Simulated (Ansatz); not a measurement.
**Zn2InGaO5: a single-point run**

The task is a single point on Zn2InGaO5 that gives the gradients at the nuclei.

Computed with Ansatz 0.2.0 (DFT, PBE, plane-wave PAW, default files, scalar-relativistic, unless a step's input says otherwise).

## (1) The structure to begin with

Symmetry: P6_3/mmc, No. 194, hexagonal system. Conventional cell: a = 3.346 Å, b = 3.346 Å, c = 22.745 Å, α = 90.00°, β = 90.00°, γ = 120.00°. Around Zn (site symmetry 3m) lie 4 O at 1.99 to 2.03 Å. In (site symmetry -3m) is surrounded by 6 O at 2.22 Å. Ga (site symmetry -6m2) has 5 O at 1.93 to 2.00 Å as nearest neighbours. O (site symmetry 3m) is surrounded by 1 Zn at 1.99 Å and 3 In at 2.22 Å. O (site symmetry 3m) has 1 Ga at 2.00 Å and 3 Zn at 2.03 Å as nearest neighbours. O (site symmetry -6m2) is surrounded by 3 Ga at 1.93 Å.

Structure file:

```cif
data_structure
_symmetry_space_group_name_H-M 'P6_3/mmc'
_symmetry_Int_Tables_number 194
_cell_length_a 3.3461
_cell_length_b 3.3461
_cell_length_c 22.7455
_cell_angle_alpha 90.000
_cell_angle_beta 90.000
_cell_angle_gamma 120.000
_cell_volume 220.55
loop_
_atom_site_label
_atom_site_type_symbol
_atom_site_symmetry_multiplicity
_atom_site_Wyckoff_symbol
_atom_site_fract_x
_atom_site_fract_y
_atom_site_fract_z
_atom_site_occupancy
Zn1 Zn 4 f 0.33333 0.66667 0.63543 1
In1 In 2 a 0.00000 0.00000 0.50000 1
Ga1 Ga 2 b 0.00000 0.00000 0.75000 1
O1 O 4 f 0.33333 0.66667 0.54814 1
O2 O 4 e 0.00000 0.00000 0.66220 1
O3 O 2 d 0.33333 0.66667 0.75000 1
```

## (2) Input and run

The input, input.yaml:

```yaml
crystal:
  lattice:
    - [3.3461120018, 0.0, 0.0]
    - [-1.6730560009, 2.8978179974, 0.0]
    - [0.0, 0.0, 22.745469]
  atoms:
    - { symbol: Zn, position: [0.3333333333, 0.6666666667, 0.635433] }
    - { symbol: Zn, position: [0.3333333333, 0.6666666667, 0.864567] }
    - { symbol: Zn, position: [0.6666666667, 0.3333333333, 0.135433] }
    - { symbol: Zn, position: [0.6666666667, 0.3333333333, 0.364567] }
    - { symbol: In, position: [0.0, 0.0, 0.5] }
    - { symbol: In, position: [0.0, 0.0, 0.0] }
    - { symbol: Ga, position: [0.0, 0.0, 0.75] }
    - { symbol: Ga, position: [0.0, 0.0, 0.25] }
    - { symbol: O, position: [0.3333333333, 0.6666666667, 0.548136] }
    - { symbol: O, position: [0.0, 0.0, 0.662203] }
    - { symbol: O, position: [0.3333333333, 0.6666666667, 0.75] }
    - { symbol: O, position: [0.0, 0.0, 0.837797] }
    - { symbol: O, position: [0.3333333333, 0.6666666667, 0.951864] }
    - { symbol: O, position: [0.6666666667, 0.3333333333, 0.048136] }
    - { symbol: O, position: [0.0, 0.0, 0.162203] }
    - { symbol: O, position: [0.6666666667, 0.3333333333, 0.25] }
    - { symbol: O, position: [0.0, 0.0, 0.337797] }
    - { symbol: O, position: [0.6666666667, 0.3333333333, 0.451864] }
kpoints:
  mp_grid: { grid: [7, 7, 1] }
scf:
  occupations: { method: fermi_dirac, width: 0.02 }
  convergence: { dr2_threshold: 1.0e-14 }
  max_iter: 50
hamiltonian:
  xc: pbe
  pseudopotentials: { kind: paw }
output:
  forces: true
  stress: true
  populations: true
  efg:
    quadrupole_moments_barn: { Zn: 0.122, In: 0.772, Ga: 0.107, O: -0.02558 }
    contact_densities: true
```

Started as:

```
> ansatz run input.yaml --threads 1 --pin off --max-ram 2560MiB --backend cpu --events-out ev --progress --plain --runs-dir out
```

What happens when this is run?

The program finished normally, with warnings (gradients without spin orbit). Convergence says nothing about whether the input makes sense.

Look at the input: scf.convergence.dr2_threshold is 1.0e-14. The risk: threshold needlessly tight. Once met, so tight a threshold does no harm; it costs cycles.

Run again and compare: delete scf.convergence.dr2_threshold (the default then holds).
